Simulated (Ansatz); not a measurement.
**FGeH5Si2: a ladder of functionals and wavefunction methods**

Aim: compute FGeH5Si2 with functionals from several rungs and with coupled cluster, and see how far each lands from CCSD(T) at the basis-set limit for the atomisation energy.

Program: Ansatz 0.2.0, Gaussian basis. Level of theory: functionals in def2-TZVPP, the program's frozen cores in correlated methods. These are calculated values, not measurements.

Levels to be run: LDA (SPW92), PBE-D4, revPBE-D4, BLYP-D4, r2SCAN-D4, B97M-V, PBE0-D4, B3LYP-D4, r2SCANh-D4, r2SCAN0-D4, HSE06-D4, BHLYP-D4, CAM-B3LYP-D4, LC-ωPBE, ωB97X-V, ωB97M-V, B2PLYP, PBE-QIDH; CCSD(T)/def2-SVP; CCSD(T)/def2-TZVPP; MP2/def2-QZVPP; extrapolation to the limit; RPA on PBE.

## (1) Structure used throughout

An earlier PBE0-D4 in a triple-zeta def2 set relaxation fixed the geometry.

SMILES `F[SiH]1[SiH2][GeH2]1`, 9 atoms, charge 0, spin multiplicity 1.

Atoms are counted from 1 here; the program's logs count them from 0.

Bond lengths: F1–Si2 1.601 Å, Si2–Si3 2.305 Å, Si2–Ge4 2.362 Å, Si2–H5 1.485 Å, Si3–Ge4 2.421 Å, Si3–H6 1.485 Å, Si3–H7 1.485 Å, Ge4–H8 1.533 Å, Ge4–H9 1.532 Å. Angles: F1–Si2–Si3 125.7°, F1–Si2–Ge4 127.3°, F1–Si2–H5 109.4°, Si3–Si2–Ge4 62.5°, Si3–Si2–H5 114.1°, Ge4–Si2–H5 110.8°, Si2–Si3–Ge4 59.9°, Si2–Si3–H6 115.4°, Si2–Si3–H7 124.3°, Ge4–Si3–H6 107.0°, Ge4–Si3–H7 128.2°, H6–Si3–H7 112.3°, Si2–Ge4–Si3 57.6°, Si2–Ge4–H8 118.5°, Si2–Ge4–H9 122.6°, Si3–Ge4–H8 124.7°, Si3–Ge4–H9 110.9°, H8–Ge4–H9 112.4°.

## (2) LDA

This LDA is Slater exchange with PW92 correlation.

Input file in.yaml:

```yaml
crystal:
  periodic: [false, false, false]
  atoms:
    - {symbol: F, position_ang: [-1.808284, 1.258590, -1.552510]}
    - {symbol: Si, position_ang: [-0.631250, 0.250858, -1.150399]}
    - {symbol: Si, position_ang: [1.132500, 0.733665, 0.252830]}
    - {symbol: Ge, position_ang: [-0.443326, -1.007801, 0.839496]}
    - {symbol: H, position_ang: [-0.261084, -0.570598, -2.330225]}
    - {symbol: H, position_ang: [0.906897, 1.857969, 1.196574]}
    - {symbol: H, position_ang: [2.562663, 0.590371, -0.121833]}
    - {symbol: H, position_ang: [-0.163811, -2.511337, 0.730306]}
    - {symbol: H, position_ang: [-1.205906, -0.647916, 2.118663]}
basis:
  gaussian: {orbitals: def2-TZVPP}
hamiltonian: {xc: lda}
output: {orbitals: {seedname: orbitals}}
```

Command:

```console
ansatz run in.yaml --threads 4 --pin off --events-out ev --progress --plain --max-ram 10444MiB
```

The runs that follow: PBE-D4 (GGA); revPBE-D4 (GGA); BLYP-D4 (GGA); r2SCAN-D4 (meta-GGA); B97M-V (meta-GGA); B3LYP-D4 (hybrid); r2SCANh-D4 (hybrid); r2SCAN0-D4 (hybrid); HSE06-D4 (hybrid); BHLYP-D4 (hybrid); CAM-B3LYP-D4 (range-separated); LC-ωPBE (range-separated); ωB97X-V (range-separated); ωB97M-V (range-separated); B2PLYP (double hybrid); PBE-QIDH (double hybrid); CCSD(T) in def2-SVP; CCSD(T) in def2-TZVPP; MP2 in def2-QZVPP; RPA on PBE orbitals.

Q: Predict the results of all the runs planned. Wanted: atomisation energy, CCSD(T)/CBS; farthest beyond LDA; mean size of error, GGA; mean size of error, meta-GGA; mean size of error, hybrid; mean size of error, range-separated; mean size of error, double hybrid; gap, smallest and largest; T1 diagnostic.

The runs gave:

```
                               quantity                                                 value
        atomisation energy, CCSD(T)/CBS                                         2652.7 kJ/mol
 functionals within 26.5 kJ/mol (1.0 %)  PBE-D4, r2SCAN-D4, r2SCANh-D4, CAM-B3LYP-D4, ωB97X-V
                    farthest beyond LDA                               BHLYP-D4 (-83.8 kJ/mol)
                mean size of error, GGA                                           50.3 kJ/mol
           mean size of error, meta-GGA                                           16.2 kJ/mol
             mean size of error, hybrid                                           42.7 kJ/mol
    mean size of error, range-separated                                           29.2 kJ/mol
      mean size of error, double hybrid                                           55.4 kJ/mol
              gap, smallest and largest             3.64 eV (LDA (SPW92)), 10.07 eV (LC-ωPBE)
                          T1 diagnostic                                                0.0135
triples share of the correlation energy                                                 3.6 %
```

**Reading.** LDA overbinds by 337.3 kJ/mol (13 %). PBE-D4 is off by -16.8 kJ/mol. Double hybrids carry the basis error of their MP2 part in triple zeta, and no dispersion term here, so their miss is partly the set-up's. Taken by rung, meta-GGA functionals do best (16.2 kJ/mol on average) and double hybrid ones worst beyond LDA (55.4 kJ/mol). The gap between the best rungs is small, so their order is not settled. The reference freezes the cores and leaves out relativity and excitations past (T), and its outer-core shells are covered unevenly, so misses under about 26.5 kJ/mol can't be ranked. Hartree-Fock recovers 72 % of the binding; the rest is correlation. CCSD(T) in def2-SVP is off by -237.9 kJ/mol, which most functionals beat. Orbital gaps span 3.6 to 10.1 eV; exact exchange widens them. Correlated methods include outer-core shells of Ge, which these sets cover unevenly.
